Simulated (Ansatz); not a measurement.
La2Co2Si:

```
La Co Si
1.0
     3.79689    0.00000    0.00000
    -0.00931    4.19263    0.00000
    -1.79078   -0.04188    6.56561
La Co Si
2 2 1
Direct
  0.85990 0.99414 0.74855
  0.14010 0.00585 0.25145
  0.70431 0.50908 0.39501
  0.29569 0.49093 0.60499
  0.50000 0.50000 0.00000
```

The cell comes from a database or a generator and needn't be the stable form of this composition.

* Program: Ansatz 0.2.0
* Task: single point
* Functional: PBE
* Potentials or basis: Ansatz PAW
* Cutoff: 420 eV (not typed: the program's choice for these potentials)
* k mesh: 7 × 6 × 4
* Occupations: fermi-dirac, width 0.05 eV
* Spin: collinear spin, ferromagnetic start
* Starting moments: [0.0, 0.0, 2.0, 2.0, 0.0] μB

On this cell: pressure -0.9 GPa; largest force 0.172 eV/Å; net moment 1.04 μB per cell; site moments La -0.06; Co +0.68; Si -0.01 μB; band gap on the k mesh none (metal or under the smearing width).

The same run follows on a disturbed copy (atoms moved at random, drawn with an rms of 0.05 Å):

```
La Co Si
1.0
     3.79689    0.00000    0.00000
    -0.00931    4.19263    0.00000
    -1.79078   -0.04188    6.56561
La Co Si
2 2 1
Direct
  0.85485 0.99573 0.75169
  0.13253 0.00095 0.24916
  0.70842 0.50504 0.40037
  0.29613 0.49186 0.59748
  0.50880 0.51480 0.99959
```

Q: What changes?

A: The energy (extrapolated to zero smearing) moves by +4.2 meV/atom; pressure -0.1 GPa; largest force 0.302 eV/Å; net moment 1.34 μB per cell; site moments La -0.06, -0.07; Co +0.85; Si +0.00 μB; band gap on the k mesh none (metal or under the smearing width).

Forces on the atoms (eV/Å):
```
La   0.270  0.127 -0.023
La  -0.009  0.083 -0.050
Co  -0.181 -0.044 -0.118
Co   0.094  0.076  0.151
Si  -0.175 -0.243  0.040
```

Stress tensor (GPa, compression positive):
```
 0.99  0.09 -0.39
 0.09 -0.25  0.04
-0.39  0.04 -1.05
```
